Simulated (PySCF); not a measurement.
# Bi2F4O (Bi2(O)1(F)4): the cost of one run

Computed with PySCF 2.14.0. Level: several levels, as the steps say, no spin–orbit coupling.

2 further runs of the same task are left out: 2 for a known fault of the program.

### Step 1. The starting structure

7 atoms, charge 0, spin multiplicity 1.

Bond lengths: Bi1–O3 2.089 Å, Bi1–F4 2.050 Å, Bi1–F5 2.050 Å, Bi2–O3 2.089 Å, Bi2–F6 2.050 Å, Bi2–F7 2.050 Å. Angles: O3–Bi1–F4 100.7°, O3–Bi1–F5 100.7°, F4–Bi1–F5 95.3°, O3–Bi2–F6 100.7°, O3–Bi2–F7 100.7°, F6–Bi2–F7 95.3°, Bi1–O3–Bi2 144.2°.

As a file:

| atom | x (Å) | y (Å) | z (Å) |
| --- | --- | --- | --- |
| Bi1 | 0.5851 | 0.0000 | 1.9885 |
| Bi2 | 0.5851 | 0.0000 | -1.9885 |
| O3 | 1.2265 | 0.0000 | 0.0000 |
| F4 | -0.7953 | 1.5152 | 1.9426 |
| F5 | -0.7953 | -1.5152 | 1.9426 |
| F6 | -0.7953 | 1.5152 | -1.9426 |
| F7 | -0.7953 | -1.5152 | -1.9426 |

Formal oxidation states: Bi +3. An earlier session relaxed this geometry at BP86, Bi def2-SVP with ECP60, O def2-SVP, F def2-SVP (singlet, point group C2v).

At BP86 on the finer grid: E = -903.912910 Eh, HOMO -7.42 eV, LUMO -2.51 eV, Mulliken charge on Bi1 +1.15 e, largest force component 0.040 eV/Å. 

Levels to run: M06-L; CAM-B3LYP; wB97X; TPSSh; BP86, TZVP; BP86, x2c-SVP. Hardware: 2 threads of Arm Neoverse V1, shared host.

### Step 2. M06-L

run.py (the lines that set the calculation) reads:

```python
mol = gto.M(atom='''
Bi     0.58512     0.00000     1.98850
Bi     0.58512     0.00000    -1.98850
O      1.22648     0.00000     0.00000
F     -0.79526     1.51519     1.94261
F     -0.79526    -1.51519     1.94261
F     -0.79526     1.51519    -1.94261
F     -0.79526    -1.51519    -1.94261''',
    basis={'Bi': 'def2-SVP', 'O': 'def2-SVP', 'F': 'def2-SVP'},
    ecp={'Bi': 'def2-SVP'},
    charge=0, spin=0)
mf = dft.RKS(mol, xc='M06L')
mf.grids.atom_grid = (75, 302)
mf = mf.density_fit()  # fitting sets: Bi def2-universal-JKFIT, O def2-universal-JKFIT, F def2-universal-JKFIT
mf.conv_tol = 1e-08; mf.max_cycle = 55
mf.kernel(dm0)  # dm0: the density of the relaxed state
```

Run with:

```sh
OMP_NUM_THREADS=2 python run.py
```

**Question.** How long does this run take on 2 threads of Arm Neoverse V1, shared host?

About 10 s.
